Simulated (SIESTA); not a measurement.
Input of a SIESTA 5.4.2 run:

File run.py:

```python
from ase.io import read
from ase.calculators.siesta import Siesta
from ase.units import Ry, GPa

atoms = read("Ir.xyz")

fdf = {
    'SCFMustConverge': False,
    'OccupationFunction': 'FD',
    'ElectronicTemperature': '0.05 eV',
    'Slab.DipoleCorrection': 'vacuum',
    'MaxSCFIterations': '120',
    'SCF.Mixer.Method': 'Pulay',
    'SCF.Mixer.Weight': '0.25',
    'SCF.Mixer.History': '8',
    'SCF.DM.Tolerance': '5.0e-05',
    'SCF.H.Tolerance': '1.0e-03 eV',
    'WriteForces': 'true',
    'Charge.Mulliken': 'end',
    'Charge.Hirshfeld': 'end',
    'Charge.Voronoi': 'end',
    'Charge.Mulliken.Format': '2',
    'SaveRho': 'true',
    'SaveElectrostaticPotential': 'true',
}
calc = Siesta(
    label="Ir",
    command="siesta < PREFIX.fdf > PREFIX.out",
    pseudo_path="pseudos",
    pseudo_qualifier="",
    xc=('GGA', 'PBEGcGxHEG'),
    basis_set="DZP",
    mesh_cutoff=800 * Ry,
    energy_shift=0.01 * Ry,
    kpts=[10, 10, 1],
    spin="non-polarized",
    fdf_arguments=fdf,
)
atoms.calc = calc

print(f"energy = {atoms.get_potential_energy():.6f} eV")
free = atoms.get_potential_energy(force_consistent=True)
print(f"free energy = {free:.6f} eV")
print("forces (eV/A):")
print(atoms.get_forces(apply_constraint=False).round(6))
print("stress (GPa, Voigt order, tension positive):", (atoms.get_stress() / GPa).round(4))
```

Ir.xyz

```xyz
6
Lattice="2.7148657757 0.0000000000 0.0000000000 0.0000000000 2.7148657757 0.0000000000 0.0000000000 0.0000000000 24.5985000000" Properties=species:S:1:pos:R:3 pbc="T T T"
Ir     1.3574328878      1.3574328878      7.5000000000
Ir     0.0000000000      0.0000000000      9.4197000000
Ir     1.3574328878      1.3574328878     11.3394000000
Ir     0.0000000000      0.0000000000     13.2591000000
Ir     1.3574328878      1.3574328878     15.1788000000
Ir     0.0000000000      0.0000000000     17.0985000000
```

Potentials or basis: PseudoDojo 0.4 standard (PBE files), DZP (energy shift 0.01 Ry).

Run with:

```console
$ python run.py
```

(1) Estimate the work function.

(2) What does it give for the band gap on the k mesh?

## Answers

(1) 4.42 eV.

(2) none (metal or under the smearing width).

Caveat: semicore shells carry a single zeta, which can move pressures by several GPa and volumes by a few percent; the valence orbitals were made in a potential fitted to the semicore shell under them, which widens gaps by tenths of an eV or more; the potentials were made for another functional, which shifts forces and pressure; the basis of atomic orbitals isn't converged, which shifts pressures, moduli and gaps.
